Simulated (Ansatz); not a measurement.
# CH5AlO2: the cost of one run

Method: UKS B3LYP/def2-SVP, in Ansatz 0.2.0.

1 further run of the same task is left out (it didn't finish).

## Step 1: The structure to begin with

Bond lengths: O1–C2 1.332 Å, C2–Al3 1.993 Å, Al3–O4 1.818 Å, O1–H5 1.015 Å, C2–H6 1.123 Å, C2–H7 1.115 Å, Al3–H8 1.587 Å, O4–H9 1.057 Å. Angles: O1–C2–Al3 109.7°, O1–C2–H6 108.6°, O1–C2–H7 111.6°, Al3–C2–H6 109.3°, Al3–C2–H7 110.3°, H6–C2–H7 107.3°, C2–O1–H5 110.3°, C2–Al3–O4 119.5°, C2–Al3–H8 119.3°, O4–Al3–H8 120.9°, Al3–O4–H9 103.7°.

Coordinates:

```xyz
9

O    -0.4451    1.1052   -1.2127
C     0.5977    0.3639   -0.8419
Al    0.1072   -0.7389    0.7439
O    -0.3322    0.0847    2.3043
H    -1.1259    0.5339   -1.7028
H     1.4445    1.0495   -0.5689
H     0.9540   -0.2890   -1.6731
H     0.2742   -2.3152    0.6747
H    -1.3860    0.1595    2.2594
```

## Step 2: End point A

input.yaml

```yaml
crystal:
  periodic: [false, false, false]
  atoms:
    - { symbol: O, position_ang: [-0.4451, 1.1052, -1.2127] }
    - { symbol: C, position_ang: [0.5977, 0.3639, -0.8419] }
    - { symbol: Al, position_ang: [0.1072, -0.7389, 0.7439] }
    - { symbol: O, position_ang: [-0.3322, 0.0847, 2.3043] }
    - { symbol: H, position_ang: [-1.1259, 0.5339, -1.7028] }
    - { symbol: H, position_ang: [1.4445, 1.0495, -0.5689] }
    - { symbol: H, position_ang: [0.954, -0.289, -1.6731] }
    - { symbol: H, position_ang: [0.2742, -2.3152, 0.6747] }
    - { symbol: H, position_ang: [-1.386, 0.1595, 2.2594] }
magnetization:
  spin_polarized: true
basis:
  gaussian: { orbitals: def2-SVP }
hamiltonian:
  xc: b3lyp
relax:
  f_tol: 0.02
  max_steps: 50
output:
  orbitals: {}
```

The run is started by

```console
> ansatz run input.yaml --threads 2 --pin off --max-ram 3072MiB --backend cpu --events-out ev --progress --plain --runs-dir out
```

What time and memory should one allow on 2 threads of Arm Neoverse V1, shared host?

About 48 s, with a peak of 0.21 GiB.
